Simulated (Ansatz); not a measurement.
# GeBrCl₃: how energies converge with the basis set

One table from this session's results is given with a row withheld; the runs are named, their logs left out.

Method: one geometry, several basis sets; program: Ansatz 0.2.0, Gaussian basis.

The runs, in order: PBE0-D4/def2-SVP; ωB97M-V/def2-SVP; PBE0-D4/def2-QZVPP; ωB97M-V/def2-QZVPP; the functionals' def2-TZVPP values are taken from earlier runs.

## The geometry

All runs share one geometry, relaxed beforehand with PBE0-D4 in a triple-zeta def2 set.

5 atoms, charge 0, spin multiplicity 1.

Atoms are counted from 1 here; the program's logs count them from 0.

Bond lengths: Cl1–Ge2 2.119 Å, Ge2–Cl3 2.119 Å, Ge2–Cl4 2.119 Å, Ge2–Br5 2.270 Å. Angles: Cl1–Ge2–Cl3 109.1°, Cl1–Ge2–Cl4 109.1°, Cl1–Ge2–Br5 109.9°, Cl3–Ge2–Cl4 109.1°, Cl3–Ge2–Br5 109.9°, Cl4–Ge2–Br5 109.9°.

Set-up of the first run:

File in.yaml:

```yaml
crystal:
  periodic: [false, false, false]
  atoms:
    - {symbol: Cl, position_ang: [-0.912889, -0.257942, 1.891897]}
    - {symbol: Ge, position_ang: [0.005635, -0.035532, -0.004585]}
    - {symbol: Cl, position_ang: [1.798401, -1.164411, -0.041701]}
    - {symbol: Cl, position_ang: [-1.305284, -0.769865, -1.498570]}
    - {symbol: Br, position_ang: [0.464036, 2.154151, -0.388240]}
basis:
  gaussian: {orbitals: def2-SVP}
hamiltonian: {xc: pbe0, dispersion: d4}
output: {orbitals: {seedname: orbitals}}
```

Command:

```bash
> ansatz run in.yaml --threads 4 --pin off --events-out ev --progress --plain --max-ram 10444MiB
```

Among the steps run: PBE0-D4 in def2-SVP; ωB97M-V in def2-SVP; PBE0-D4 in def2-QZVPP; ωB97M-V in def2-QZVPP.

One of the session's tables, all rows but one given; the rest of the session is left out.

It belongs to the step «Functionals by basis». 

```
functional       basis  HOMO (eV)  LUMO (eV)
   PBE0-D4    def2-SVP      -9.08      -2.25
   PBE0-D4  def2-TZVPP      -9.19      -2.42
   PBE0-D4  def2-QZVPP          ?          ?
   ωB97M-V    def2-SVP     -11.27      -0.09
   ωB97M-V  def2-TZVPP     -11.41      -0.37
   ωB97M-V  def2-QZVPP     -11.44      -0.47
```

Q: Estimate the row for PBE0-D4, def2-QZVPP from the others.

As computed: HOMO (eV): -9.21; LUMO (eV): -2.47. In the column «HOMO (eV)» it lies between ωB97M-V, def2-SVP (-11.27) and PBE0-D4, def2-TZVPP (-9.19).
